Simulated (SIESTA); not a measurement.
# LiO8 (C2) in SIESTA: a series of runs, part 2 of 2

SIESTA 5.4.2. Earlier steps stand in the parts before.

### 4 Single point, LDA, 10.49 Å³/atom

Contents of LiO8.fdf:

```
SystemName                      LiO8
SystemLabel                     LiO8
NumberOfSpecies                 2
NumberOfAtoms                   9
%block ChemicalSpeciesLabel
  1   8 O
  2   3 Li
%endblock ChemicalSpeciesLabel

LatticeConstant                 1.0 Ang
%block LatticeVectors
     3.9892603724    -2.9859324696     0.0000000000
     3.9892603724     2.9859324696     0.0000000000
    -2.9160305778     0.0000000000     3.9620486371
%endblock LatticeVectors
AtomicCoordinatesFormat         Fractional
%block AtomicCoordinatesAndAtomicSpecies
     0.8333650000     0.8806120000     0.1503770000  1  O
     0.1193880000     0.1666350000     0.8496230000  1  O
     0.7318020000     0.7633430000     0.8401620000  1  O
     0.2366570000     0.2681980000     0.1598380000  1  O
     0.3241860000     0.7981550000     0.1553680000  1  O
     0.2018450000     0.6758140000     0.8446320000  1  O
     0.6823330000     0.2110400000     0.8476550000  1  O
     0.7889600000     0.3176670000     0.1523450000  1  O
     0.2481310000     0.7518690000     0.5000000000  2  Li
%endblock AtomicCoordinatesAndAtomicSpecies

%block kgrid.MonkhorstPack
    4   0   0  0.0
    0   4   0  0.0
    0   0   5  0.0
%endblock kgrid.MonkhorstPack
XC.Functional                   LDA
XC.Authors                      PW92
PAO.BasisSize                   DZP
PAO.EnergyShift                 0.003 Ry
Mesh.Cutoff                     800 Ry
OccupationFunction              FD
ElectronicTemperature           0.05 eV
MaxSCFIterations                120
SCF.MustConverge                false
SCF.Mixer.Method                Pulay
SCF.Mixer.Weight                0.25
SCF.Mixer.History               8
SCF.DM.Tolerance                5.0e-05
SCF.H.Tolerance                 1.0e-03 eV
WriteForces                     true
Charge.Mulliken                 end
%block PAO.PolarizationScheme
  Li non-perturbative
%endblock PAO.PolarizationScheme
%block PAO.Basis
  Li 3
  n=1 0 2
    2.805 0.000
  n=2 0 2
    9.500 0.000
  n=2 1 1
    9.500
%endblock PAO.Basis
```

On the command line:

```bash
$ siesta < LiO8.fdf > LiO8.out 2>&1
```

Wall time 60 s (1 thread of Arm Neoverse V2, shared host); peak memory 0.41 GiB.

Results (log left out):

* Free energy: -3770.1311 eV
* Pressure: -1.7 GPa
* Largest force: 1.243 eV/Å
* Band gap on the k mesh: none (metal or under the smearing width)

Caveat: the basis of atomic orbitals isn't converged, which shifts pressures, moduli and gaps; an odd number of electrons without spin polarisation forces a metal; a magnetic or distorted state may lie lower.

### 5 Single point, LDA, 10.71 Å³/atom

Edit LiO8.fdf of step 4 so:

```diff
@@ -11,5 +11,5 @@
 %block LatticeVectors
-     3.9892603724    -2.9859324696     0.0000000000
-     3.9892603724     2.9859324696     0.0000000000
-    -2.9160305778     0.0000000000     3.9620486371
+     4.0173546809    -3.0069608559     0.0000000000
+     4.0173546809     3.0069608559     0.0000000000
+    -2.9365666810     0.0000000000     3.9899513073
 %endblock LatticeVectors
```

On the command line:

```bash
$ siesta LiO8.fdf > LiO8.out 2>&1
```

Run time: 58 s. Hardware: 1 thread of Arm Neoverse V2, shared host; peak memory 0.41 GiB.

The run converged. Its results:

* Free energy: -3770.0949 eV
* Pressure: -4.0 GPa
* Largest force: 0.608 eV/Å
* Band gap on the k mesh: none (metal or under the smearing width)

Caveat: the basis of atomic orbitals isn't converged, which shifts pressures, moduli and gaps; an odd number of electrons without spin polarisation forces a metal; a magnetic or distorted state may lie lower.

### 6 Single point, LDA, 10.93 Å³/atom

Edit LiO8.fdf of step 5 so:

```diff
@@ -11,5 +11,5 @@
 %block LatticeVectors
-     4.0173546809    -3.0069608559     0.0000000000
-     4.0173546809     3.0069608559     0.0000000000
-    -2.9365666810     0.0000000000     3.9899513073
+     4.0450614508    -3.0276991723     0.0000000000
+     4.0450614508     3.0276991723     0.0000000000
+    -2.9568195050     0.0000000000     4.0174690825
 %endblock LatticeVectors
```

Potentials or basis: PseudoDojo 0.4 standard (LDA files), DZP (energy shift 0.003 Ry; two zetas on semicore shells).

On the command line:

```bash
$ siesta < LiO8.fdf > LiO8.out 2>&1
```

It took 56 s on 1 thread of Arm Neoverse V2, shared host; peak memory 0.41 GiB.

Results (log left out):

```
Free energy            : -3770.0310 eV
Pressure               : -6.1 GPa
Largest force          : 0.143 eV/Å
Band gap on the k mesh : none (metal or under the smearing width)
```

Caveat: the basis of atomic orbitals isn't converged, which shifts pressures, moduli and gaps; an odd number of electrons without spin polarisation forces a metal; a magnetic or distorted state may lie lower.

### 7 Single point, LDA, 11.16 Å³/atom

Edit LiO8.fdf of step 6 so:

```diff
@@ -11,5 +11,5 @@
 %block LatticeVectors
-     4.0450614508    -3.0276991723     0.0000000000
-     4.0450614508     3.0276991723     0.0000000000
-    -2.9568195050     0.0000000000     4.0174690825
+     4.0723937762    -3.0481572197     0.0000000000
+     4.0723937762     3.0481572197     0.0000000000
+    -2.9767986212     0.0000000000     4.0446149673
 %endblock LatticeVectors
```

On the command line:

```bash
$ siesta LiO8.fdf > LiO8.out 2>&1
```

It took 54 s on 1 thread of Arm Neoverse V2, shared host; peak memory 0.4 GiB.

It converged, with:

* Free energy: -3769.9425 eV
* Pressure: -8.0 GPa
* Largest force: 0.583 eV/Å
* Band gap on the k mesh: none (metal or under the smearing width)

Caveat: the basis of atomic orbitals isn't converged, which shifts pressures, moduli and gaps; an odd number of electrons without spin polarisation forces a metal; a magnetic or distorted state may lie lower.

### 8 Single point, LDA, 11.38 Å³/atom

Edit LiO8.fdf of step 7 so:

```diff
@@ -11,5 +11,5 @@
 %block LatticeVectors
-     4.0723937762    -3.0481572197     0.0000000000
-     4.0723937762     3.0481572197     0.0000000000
-    -2.9767986212     0.0000000000     4.0446149673
+     4.0993640574    -3.0683442797     0.0000000000
+     4.0993640574     3.0683442797     0.0000000000
+    -2.9965130939     0.0000000000     4.0714012775
 %endblock LatticeVectors
```

On the command line:

```bash
$ siesta < LiO8.fdf > LiO8.out 2>&1
```

It took 52 s on 1 thread of Arm Neoverse V2, shared host; peak memory 0.4 GiB.

It converged, with:

```
Free energy            : -3769.8320 eV
Pressure               : -9.6 GPa
Largest force          : 1.095 eV/Å
Band gap on the k mesh : none (metal or under the smearing width)
```

Caveat: the basis of atomic orbitals isn't converged, which shifts pressures, moduli and gaps; an odd number of electrons without spin polarisation forces a metal; a magnetic or distorted state may lie lower.

### 9 Single point, LDA, 11.60 Å³/atom

Edit LiO8.fdf of step 8 so:

```diff
@@ -11,5 +11,5 @@
 %block LatticeVectors
-     4.0993640574    -3.0683442797     0.0000000000
-     4.0993640574     3.0683442797     0.0000000000
-    -2.9965130939     0.0000000000     4.0714012775
+     4.1259840504    -3.0882691515     0.0000000000
+     4.1259840504     3.0882691515     0.0000000000
+    -3.0159715163     0.0000000000     4.0978396890
 %endblock LatticeVectors
```

Potentials or basis: PseudoDojo 0.4 standard (LDA files), DZP (energy shift 0.003 Ry; two zetas on semicore shells).

On the command line:

```bash
$ siesta < LiO8.fdf > LiO8.out 2>&1
```

It took 49 s on 1 thread of Arm Neoverse V2, shared host; peak memory 0.39 GiB.

It converged, with:

- Free energy: -3769.7018 eV
- Pressure: -11.1 GPa
- Largest force: 1.577 eV/Å
- Band gap on the k mesh: none (metal or under the smearing width)

Caveat: the basis of atomic orbitals isn't converged, which shifts pressures, moduli and gaps; an odd number of electrons without spin polarisation forces a metal; a magnetic or distorted state may lie lower.

### 10 Single point, LDA, 11.83 Å³/atom

Edit LiO8.fdf of step 9 so:

```diff
@@ -11,5 +11,5 @@
 %block LatticeVectors
-     4.1259840504    -3.0882691515     0.0000000000
-     4.1259840504     3.0882691515     0.0000000000
-    -3.0159715163     0.0000000000     4.0978396890
+     4.1522649122    -3.1079401860     0.0000000000
+     4.1522649122     3.1079401860     0.0000000000
+    -3.0351820439     0.0000000000     4.1239412824
 %endblock LatticeVectors
```

On the command line:

```bash
$ siesta < LiO8.fdf > LiO8.out 2>&1
```

It took 47 s on 1 thread of Arm Neoverse V2, shared host; peak memory 0.39 GiB.

It converged, with:

```
Free energy            : -3769.5540 eV
Pressure               : -12.4 GPa
Largest force          : 2.030 eV/Å
Band gap on the k mesh : none (metal or under the smearing width)
```

Caveat: the basis of atomic orbitals isn't converged, which shifts pressures, moduli and gaps; an odd number of electrons without spin polarisation forces a metal; a magnetic or distorted state may lie lower.

### 11 Equation of state, LDA

This step only gathers the single runs of the series.

Results:

* Equilibrium volume: 10.34 Å³/atom (rough: see the caveat)
* Bulk modulus at fixed shape and positions: 123 GPa (rough)

Energy against volume, from the lowest point:
```tsv
volume (Å³/atom)	energy (meV/atom)
10.488	0.00
10.711	4.03
10.934	11.12
11.157	20.96
11.380	33.23
11.603	47.70
11.827	64.12
```

Caveat: the minimum lies outside the volumes run; the cell was scaled at fixed shape and fractional positions, which overstates the stiffness of a crystal with free parameters, most of all of layers and chains; the basis of atomic orbitals isn't converged, which shifts pressures, moduli and gaps.

### 12 Overview

```csv
task,level,potentials or basis,k mesh,gap on the mesh (eV),pressure (GPa),largest force (eV/Å)
band structure,PBE,"PseudoDojo 0.4 standard (PBE files), DZP (energy shift 0.003 Ry; two zetas on semicore shells)",6 × 6 × 7,none,0.1,0.23
band structure,LDA,"PseudoDojo 0.4 standard (LDA files), DZP (energy shift 0.003 Ry; two zetas on semicore shells)",6 × 6 × 7,none,-7.9,0.57
equation of state,LDA,"PseudoDojo 0.4 standard (LDA files), DZP (energy shift 0.003 Ry; two zetas on semicore shells)",4 × 4 × 5,-,-,-
```

Alike in all rows: no spin polarisation; cell as given; smearing fermi-dirac 0.05 eV; grid cutoff 800 Ry; energy shift 0.003 Ry.

Caveats: the basis of atomic orbitals isn't converged, which shifts pressures, moduli and gaps; an odd number of electrons without spin polarisation forces a metal (some runs); a magnetic or distorted state may lie lower (some runs); the minimum lies outside the volumes run (some runs); the cell was scaled at fixed shape and fractional positions, which overstates the stiffness of a crystal with free parameters, most of all of layers and chains (some runs).

Absolute energies hang on the potentials; compare differences alone.
